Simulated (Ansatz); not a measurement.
**CH₆BFSeSi: small, medium and large basis sets**

One table from this session's results is given with a row withheld; the runs are named, their logs left out.

Method: one geometry, several basis sets; program: Ansatz 0.2.0, Gaussian basis.

The runs, in order: PBE0-D4/def2-SVP; ωB97M-V/def2-SVP; PBE0-D4/def2-QZVPP; ωB97M-V/def2-QZVPP; the functionals' def2-TZVPP values are taken from earlier runs.

## The relaxed structure

The geometry comes from an earlier relaxation with PBE0-D4 in a triple-zeta def2 set; it is a stationary point, not always the lowest conformer.

11 atoms, charge 0, spin multiplicity 1.

Atoms are counted from 1 here; the program's logs count them from 0.

Bond lengths: B1–C2 1.538 Å, B1–Se4 2.242 Å, B1–H6 1.195 Å, B1–H7 1.193 Å, C2–F3 1.354 Å, C2–Se4 2.064 Å, C2–H8 1.087 Å, Se4–Si5 2.301 Å, Si5–H9 1.480 Å, Si5–H10 1.483 Å, Si5–H11 1.479 Å. Angles: C2–B1–Se4 63.0°, C2–B1–H6 117.2°, C2–B1–H7 119.3°, Se4–B1–H6 104.2°, Se4–B1–H7 110.1°, H6–B1–H7 122.4°, B1–C2–F3 121.4°, B1–C2–Se4 75.4°, B1–C2–H8 124.5°, F3–C2–Se4 111.8°, F3–C2–H8 109.7°, Se4–C2–H8 105.5°, B1–Se4–C2 41.6°, B1–Se4–Si5 99.0°, C2–Se4–Si5 95.7°, Se4–Si5–H9 109.8°, Se4–Si5–H10 103.5°, Se4–Si5–H11 110.6° and more.

The first run:

The input, in.yaml:

```yaml
crystal:
  periodic: [false, false, false]
  atoms:
    - {symbol: B, position_ang: [-1.011926, 1.284386, 0.413701]}
    - {symbol: C, position_ang: [-1.420125, 0.040273, -0.392508]}
    - {symbol: F, position_ang: [-0.852951, -0.243565, -1.589294]}
    - {symbol: Se, position_ang: [-0.305887, -0.701049, 1.178481]}
    - {symbol: Si, position_ang: [1.667918, -0.858586, 0.006681]}
    - {symbol: H, position_ang: [-1.773030, 1.666488, 1.251959]}
    - {symbol: H, position_ang: [-0.083001, 1.937831, 0.049057]}
    - {symbol: H, position_ang: [-2.387673, -0.450811, -0.320002]}
    - {symbol: H, position_ang: [1.544310, -1.888177, -1.049904]}
    - {symbol: H, position_ang: [2.644578, -1.298062, 1.033133]}
    - {symbol: H, position_ang: [2.043186, 0.454170, -0.560705]}
basis:
  gaussian: {orbitals: def2-SVP}
hamiltonian: {xc: pbe0, dispersion: d4}
output: {orbitals: {seedname: orbitals}}
```

Steps of the session up to this table: PBE0-D4 in def2-SVP; ωB97M-V in def2-SVP; PBE0-D4 in def2-QZVPP; ωB97M-V in def2-QZVPP.

One table of the session follows, with a row left open; its other results are not shown here.

It belongs to the step «Functionals by basis». 

| functional | basis | HOMO (eV) |
| --- | --- | --- |
| PBE0-D4 | def2-SVP | -7.73 |
| PBE0-D4 | def2-TZVPP | -7.76 |
| PBE0-D4 | def2-QZVPP | -7.77 |
| ωB97M-V | def2-SVP | ? |
| ωB97M-V | def2-TZVPP | -9.86 |
| ωB97M-V | def2-QZVPP | -9.86 |

**Question.** Estimate the row for ωB97M-V, def2-SVP.

The run gave: HOMO (eV): -9.80. In the column «HOMO (eV)» it lies between ωB97M-V, def2-QZVPP (-9.86) and PBE0-D4, def2-QZVPP (-7.77).
